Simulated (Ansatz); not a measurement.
# LuGaAs2: a single-point run

The task is a single-point run on LuGaAs2. The structure is shown as the input types it. The cell is built on a prototype (ordering on rocksalt) and needn't be the phase found in nature.

Program: Ansatz 0.2.0. Level of theory: density functional or hybrid calculation with the settings of its input, plane waves (as first typed). These are calculated values, not measurements.

1 further run of the same task is left out (for a known fault of the program).

**1. The starting structure**

Symmetry: R-3m, No. 166, trigonal system. Conventional cell: a = 3.901 Å, b = 3.901 Å, c = 19.268 Å, α = 90.00°, β = 90.00°, γ = 120.00°. Around Ga (site symmetry -3m) lie 6 As at 2.69 Å. Lu (site symmetry -3m) is surrounded by 6 As at 2.84 Å. Around As (site symmetry 3m) lie 3 Ga at 2.69 Å and 3 Lu at 2.84 Å.

As a file:

```cif
data_structure
_symmetry_space_group_name_H-M 'R-3m:H'
_symmetry_Int_Tables_number 166
_cell_length_a 3.9005
_cell_length_b 3.9005
_cell_length_c 19.2682
_cell_angle_alpha 90.000
_cell_angle_beta 90.000
_cell_angle_gamma 120.000
_cell_volume 253.87
loop_
_atom_site_label
_atom_site_type_symbol
_atom_site_symmetry_multiplicity
_atom_site_Wyckoff_symbol
_atom_site_fract_x
_atom_site_fract_y
_atom_site_fract_z
_atom_site_occupancy
Ga1 Ga 3 a 0.00000 0.00000 0.00000 1
Lu1 Lu 3 b 0.33333 0.66667 0.16667 1
As1 As 6 c 0.00000 0.00000 0.25657 1
```

**2. Input and run**

input.yaml

```yaml
crystal:
  lattice:
    - [1.9502578517, 1.1259818956, 6.422739577]
    - [-1.9502578517, 1.1259818956, 6.422739577]
    - [0.0, -2.2519637913, 6.422739577]
  atoms:
    - { symbol: Ga, position: [1.0, 0.0, 0.0] }
    - { symbol: Lu, position: [0.5, 0.5, 0.5] }
    - { symbol: As, position: [0.2565666121, 0.2565666121, 0.2565666121] }
    - { symbol: As, position: [0.7434333879, 0.7434333879, 0.7434333879] }
kpoints:
  mp_grid: { grid: [6, 6, 6] }
hamiltonian:
  xc: pbe
scf:
  occupations: { method: fermi_dirac, width: 0.02 }
  n_extra_bands: 5
  max_iter: 58
output:
  forces: true
  stress: true
  eigenvalues: true
basis:
  ecutwfc: 80
```

Run with:

```bash
$ ansatz run input.yaml --threads 4 --pin off --max-ram 3686MiB --backend cpu --events-out ev --progress --plain --runs-dir out
```

Q: Will this input give a usable result? If not, why, and what should change?

This run ends as converged, with warnings (cutoff below recommended). It gives a pressure of -80 GPa and a largest force of 10.9 eV/Å, which is large.

In the input, basis.ecutwfc is 80. The cutoff lies far under what these potentials need. The potentials' recommended cutoff is 420 eV.

Run again and compare: delete basis.ecutwfc (the default then holds).
